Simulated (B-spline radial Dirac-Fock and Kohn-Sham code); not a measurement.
# An X-ray data sheet for Ru⁸⁺, step by step

Wanted for the Ru⁸⁺ ion: its X-ray form factor and Compton profile and the binding energy of each subshell.

Program: B-spline radial Dirac-Fock and Kohn-Sham code, version 2. Model: a free atom or ion on a radial basis; each step names its model. All values are calculated, but those marked as tabulated.

## 1. The system

The Ru⁸⁺ ion in the configuration [Ar] 3d10 4s2 4p6.

```yaml
nuclear_charge: 44
electrons: 36
mass_number: 102
nuclear_rms_radius: 4.4809 fm
```

## 2. Scattering by the electron cloud

Model: Dirac-Fock average of configuration, finite nucleus; form factor of the spherical density, Waller-Hartree incoherent function, impulse-approximation Compton profiles.

Recorded inputs:

```ini
task = scatter
Z = 44
charge = 8
configuration = 1s2 2s2 2p6 3s2 3p6 3d10 4s2 4p6
mass_number = 102
rms_radius = 4.4809  # fm
s = [0.0, 0.05, 0.1, 0.15, 0.2, 0.25, 0.3, 0.35, 0.4, 0.45, 0.5, 0.6, 0.7, 0.8, 0.9, 1.0, 1.1, 1.2, 1.4, 1.6, 1.8, 2.0, 2.5, 3.0, 3.5, 4.0, 5.0, 6.0]  # 1/A
pz = [0, 0.1, 0.2, 0.3, 0.4, 0.5, 0.6, 0.8, 1.0, 1.2, 1.4, 1.6, 1.8, 2.0, 2.5, 3.0, 4.0, 5.0, 7.0, 10.0, 15.0, 20.0, 30.0, 40.0, 60.0, 100.0]  # a.u.
photon_energy = [2000, 5000, 8047.8, 10000, 20000, 100000, 500000, 1000000]  # eV
```

Main fields of the result record, rounded:

```text
{
  "status": "converged",
  "form_factor [e]": [36.0, 35.767, 35.086, 34.017, 32.644, 31.066, 29.383, 27.685, 26.04, 24.494, 23.073, 20.617, 18.594, 16.863, 15.31, 13.878, 12.551, 11.339, 9.3083, 7.8202, 6.7953, 6.1001, 5.0498, 4.2558, 3.505, 2.8459, 1.9356, 1.4692],
  "incoherent": [7.0717e-12, 0.24227, 0.92915, 1.9563, 3.1924, 4.5191, 5.854, 7.1532, 8.3995, 9.5867, 10.711, 12.748, 14.497, 16.002, 17.342, 18.575, 19.727, 20.806, 22.746, 24.407, 25.812, 26.996, 29.228, 30.786, 31.919, 32.744, 33.781, 34.373],
  "compton_total [1/a.u.]": [4.2013, 4.1959, 4.1796, 4.1524, 4.1138, 4.0638, 4.0022, 3.845, 3.6469, 3.4178, 3.1716, 2.9237, 2.6879, 2.474, 2.0614, 1.7988, 1.4645, 1.1747, 0.70915, 0.36241, 0.15529, 0.07727, 0.025335, 0.010495, 0.0024844, 0.00028294],
  "shells": ["1s1/2", "2s1/2", "2p1/2", "2p3/2", "3s1/2", "3p1/2", "3p3/2", "3d3/2", "3d5/2", "4s1/2", "4p1/2", "4p3/2"],
  "occupation": [2.0, 2.0, 2.0, 4.0, 2.0, 2.0, 4.0, 4.0, 6.0, 2.0, 2.0, 4.0],
  "mean_momentum [a.u.]": [39.425, 13.798, 18.522, 17.83, 6.4714, 7.7201, 7.5202, 8.8227, 8.7461, 2.9637, 3.2763, 3.215],
  "r2 [bohr^2]": 12.766,
  "r_inverse [1/bohr]": 244.11,
  "r1 [bohr]": 16.287,
  "coherent [b]": [807.79, 618.02, 451.51, 375.78, 170.74, 13.668, 0.6718, 0.17132],
  "incoherent_cross_section [b]": [0.76213, 3.2388, 5.6125, 6.8663, 11.126, 15.71, 10.265, 7.5641]
}
```

The scattering functions against s = sin θ / λ:

| s (1/Å) | f (e) | f / N | S(s) |
| --- | --- | --- | --- |
| 0 | 36.00 | 1.000 | 0 |
| 0.100 | 35.09 | 0.975 | 0.9292 |
| 0.200 | 32.64 | 0.907 | 3.192 |
| 0.300 | 29.38 | 0.816 | 5.854 |
| 0.400 | 26.04 | 0.723 | 8.399 |
| 0.500 | 23.07 | 0.641 | 10.71 |
| 0.700 | 18.59 | 0.516 | 14.50 |
| 0.900 | 15.31 | 0.425 | 17.34 |
| 1.10 | 12.55 | 0.349 | 19.73 |
| 1.40 | 9.308 | 0.259 | 22.75 |
| 1.80 | 6.795 | 0.189 | 25.81 |
| 2.50 | 5.050 | 0.140 | 29.23 |
| 3.50 | 3.505 | 0.097 | 31.92 |
| 5.00 | 1.936 | 0.054 | 33.78 |

## 3. Core and valence levels

Model: Dirac-Fock average of configuration, Delta-SCF, finite nucleus, first-order Breit with its frequency dependence, self-energy and vacuum polarisation.

Settings, as recorded:

```ini
task = binding
```

Main fields of the result record, rounded:

```text
{
  "status": "converged",
  "shells": ["K", "L1", "L2", "L3", "M1", "M2", "M3", "M4", "M5", "N1", "N2", "N3"],
  "total_energy_parts [Ha]": [-4513.5378, 3.16560485, -0.316439921, -0.0217718498, 2.1303866, -0.247774272],
  "koopmans [eV]": [22388.4, 3417.45, 3157.97, 3026.31, 748.009, 645.996, 622.761, 443.263, 438.792, 218.741, 182.212, 177.99],
  "dirac_coulomb [eV]": [22335.1, 3392.82, 3130.33, 2999.5, 741.508, 639.208, 616.262, 435.694, 431.346, 218.014, 181.496, 177.315],
  "gaunt [eV]": [-45.7108, -3.85276, -6.99035, -5.00021, -0.492187, -0.976136, -0.627368, -0.215032, -0.0629705, -0.0852129, -0.157896, -0.0952982],
  "retardation [eV]": [3.21425, 0.221377, 0.771393, 0.770945, 0.020675, 0.109499, 0.10915, 0.0102979, 0.0101427, 0.00501948, 0.0194075, 0.0196003],
  "breit_frequency [eV]": [0.26099, -0.0286127, -0.00235363, 0.112034, -0.00696653, -0.0044988, 0.0173813, -0.003766, -0.00207092, -0.00156349, -0.00113914, 0.00294998],
  "self_energy [eV]": [-23.982, -2.80397, 0.251345, -0.0103352, -0.525812, 0.0522462, 0.00699485, 0.0559102, 0.0420665, -0.0994311, 0.012622, 0.00432119],
  "vacuum_polarisation [eV]": [2.87356, 0.311749, -0.014338, -0.0202676, 0.0567693, -0.00380893, -0.0050095, -0.00451981, -0.00445065, 0.0107876, -0.000961378, -0.00118625],
  "binding [eV]": [22271.7, 3386.67, 3124.35, 2995.36, 740.56, 638.385, 615.764, 435.537, 431.329, 217.844, 181.368, 177.246],
  "mean_radius [bohr]": [0.0334279, 0.145014, 0.123683, 0.128403, 0.399116, 0.392787, 0.402823, 0.379635, 0.38297, 0.969373, 1.02289, 1.04328]
}
```

total_energy_parts: Dirac-Coulomb, Gaunt, retardation, frequency dependence, self-energy, vacuum polarisation. 

Each level as Koopmans' value plus corrections (eV):

| level | -ε | relaxation | Breit | QED | binding |
| --- | --- | --- | --- | --- | --- |
| 1s | 22388.4 | -53.35 | -42.24 | -21.11 | 22271.7 |
| 2s | 3417.5 | -24.63 | -3.66 | -2.49 | 3386.7 |
| 2p1/2 | 3158.0 | -27.64 | -6.22 | 0.24 | 3124.3 |
| 2p3/2 | 3026.3 | -26.81 | -4.12 | -0.03 | 2995.4 |
| 3s | 748.0 | -6.50 | -0.48 | -0.47 | 740.6 |
| 3p1/2 | 646.0 | -6.79 | -0.87 | 0.05 | 638.4 |
| 3p3/2 | 622.8 | -6.50 | -0.50 | 0.00 | 615.8 |
| 3d3/2 | 443.3 | -7.57 | -0.21 | 0.05 | 435.5 |
| 3d5/2 | 438.8 | -7.45 | -0.05 | 0.04 | 431.3 |
| 4s | 218.7 | -0.73 | -0.08 | -0.09 | 217.8 |
| 4p1/2 | 182.2 | -0.72 | -0.14 | 0.01 | 181.4 |
| 4p3/2 | 178.0 | -0.67 | -0.07 | 0.00 | 177.2 |

Line energies follow by subtraction:

| line | energy (eV) |
| --- | --- |
| Kβ2' (K-N3) | 22094.5 |
| Kβ2'' (K-N2) | 22090.3 |
| Kβ1 (K-M3) | 21655.9 |
| Kβ3 (K-M2) | 21633.3 |
| Kα1 (K-L3) | 19276.3 |
| Kα2 (K-L2) | 19147.4 |
| Lγ3 (L1-N3) | 3209.4 |
| Lγ2 (L1-N2) | 3205.3 |
| Lγ5 (L2-N1) | 2906.5 |
| Lβ6 (L3-N1) | 2777.5 |
| Lβ3 (L1-M3) | 2770.9 |
| Lβ4 (L1-M2) | 2748.3 |
| Lβ1 (L2-M4) | 2688.8 |
| Lα1 (L3-M5) | 2564.0 |

## 4. What came out

```
                                quantity         value
        rms radius of the electron cloud    0.595 bohr
                   form factor halves at      0.73 1/Å
                 Compton profile at zero  4.201 1/a.u.
            deepest level listed, K (1s)    22271.7 eV
                 least bound, N3 (4p3/2)      177.2 eV
                                     Kα1    19276.3 eV
ionisation energy, NIST (semi-empirical)    178.410 eV
```

f falls from 36 to half of that at s = 0.73 1/Å. Incoherent scattering outweighs coherent from 100 keV on, among the energies asked. The K (1s) level lies 53.4 eV under Koopmans' value by relaxation alone; Breit gives -42.24 and QED -21.11 eV. NIST's ionisation energy differs by +1.16 eV from the least binding energy; correlation is missing from the calculation. The Hartree-Fock and Dirac-Fock values hold no electron correlation.
